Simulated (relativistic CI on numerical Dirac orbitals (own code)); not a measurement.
**Cu³⁺: L2,3 absorption multiplets**

Wanted: the shape of the L2,3 absorption spectrum of Cu³⁺ in 5 surroundings, from the same atomic integrals.

The numbers are computed with relativistic CI on numerical Dirac orbitals (own code) version 1 (Dirac-Coulomb-Breit CI, KLI orbitals optimised for each configuration, model QED (radiative potential, 1s self-energy scaled to tabulated hydrogen-like ionisation energies), valence Slater integrals scaled by 0.8, multiplet model of core-to-valence dipole absorption), except any that are marked as measured or tabulated.

## Step 1: What is computed

```
ion                                            : Cu³⁺ (Cu IV)
nuclear charge                                 : 29
electrons                                      : 26
configurations                                 : [Ar] 3d8 → [He] 2s2 2p5 3s2 3p6 3d9
magnetising field for the dichroism, Lz and Sz : exchange field 10 meV on Sz; these come from the lowest magnetised state alone (0 K)
temperature of the isotropic spectrum          : 300 K
widths                                         : Lorentz 0.24 eV, Gauss 0.3 eV
surrounding 1                                  : free ion
surrounding 2                                  : Oh, 10Dq = 4100 cm⁻¹
surrounding 3                                  : Oh, 10Dq = 9300 cm⁻¹
surrounding 4                                  : Oh, 10Dq = 14500 cm⁻¹
surrounding 5                                  : Oh, 10Dq = 19700 cm⁻¹
```

## Step 2: Surrounding 1: free ion

Settings of the run:

```ini
atom Cu  Z=29  charge=3  electrons=26
nucleus A=63  rms_radius_fm=3.8823
hamiltonian dirac-coulomb  breit=on  qed=on  c_scale=1
orbitals kli  potential=per-configuration
slater_scale 0.8
correlation none
mixing on
configurations
  [Ar] 3d8
  [He] 2s2 2p5 3s2 3p6 3d9
end
absorption L2,3 T=300 lorentz=0.24 gauss=0.3
crystal_field free
```

## Step 3: Surrounding 2: Oh, 10Dq = 4100

Settings: those of step 2 with these lines changed.

```diff
@@ -12,2 +12,2 @@
 absorption L2,3 T=300 lorentz=0.24 gauss=0.3
-crystal_field free
+crystal_field Oh 10Dq=4100
```

## Step 4: Surrounding 3: Oh, 10Dq = 9300

Settings: those of step 3 with these lines changed.

```diff
@@ -12,2 +12,2 @@
 absorption L2,3 T=300 lorentz=0.24 gauss=0.3
-crystal_field Oh 10Dq=4100
+crystal_field Oh 10Dq=9300
```

## Step 5: Surrounding 4: Oh, 10Dq = 14500

Settings: those of step 4 with these lines changed.

```diff
@@ -12,2 +12,2 @@
 absorption L2,3 T=300 lorentz=0.24 gauss=0.3
-crystal_field Oh 10Dq=9300
+crystal_field Oh 10Dq=14500
```

## Step 6: Surrounding 5: Oh, 10Dq = 19700

Settings: those of step 5 with these lines changed.

```diff
@@ -12,2 +12,2 @@
 absorption L2,3 T=300 lorentz=0.24 gauss=0.3
-crystal_field Oh 10Dq=14500
+crystal_field Oh 10Dq=19700
```

(Steps that only read results are left out.)

**Question.** What will these runs give? Wanted: highest peak, first run; ground spin; share of the lower edge; core spin-orbit splitting.

The runs gave:

| surrounding | ground S | Lz (0 K) | Sz (0 K) | centroid (eV) | share of the lower edge | up to four highest peaks (% of the highest), eV |
| --- | --- | --- | --- | --- | --- | --- |
| 1: free | 1.00 | -3.00 | -1.00 | 935.54 | 0.936 | 933.3 (63), 934.2 (100), 936.4 (21), 955.4 (12) |
| 2: Oh | 1.00 | -0.75 | -0.96 | 938.38 | 0.818 | 933.8 (100), 934.5 (76), 936.7 (26), 955.7 (27) |
| 3: Oh | 1.00 | -0.36 | -0.99 | 939.95 | 0.764 | 934.4 (100), 937.0 (21), 954.8 (24), 956.2 (33) |
| 4: Oh | 1.00 | -0.24 | -1.00 | 940.76 | 0.744 | 934.9 (100), 937.4 (26), 955.3 (25), 956.6 (26) |
| 5: Oh | 1.00 | -0.18 | -1.00 | 941.36 | 0.734 | 935.4 (100), 937.9 (18), 955.7 (25), 957.0 (25) |

| quantity | value |
| --- | --- |
| highest peak, first run | 934.2 eV |
| ground spin (effective S from ⟨S²⟩) | 1.00 |
| share of the lower edge | 0.734 to 0.936 |
| core spin-orbit splitting (without Breit) | 21.14 eV |

The lower edge takes 0.94 of the intensity in surrounding 1, above the statistical 0.67. The position of the maximum differs by up to 1.6 eV between the surroundings, by shifts of peaks or by peaks exchanging rank. Edge positions are free-ion values and differ from those in solids by a few eV or more.
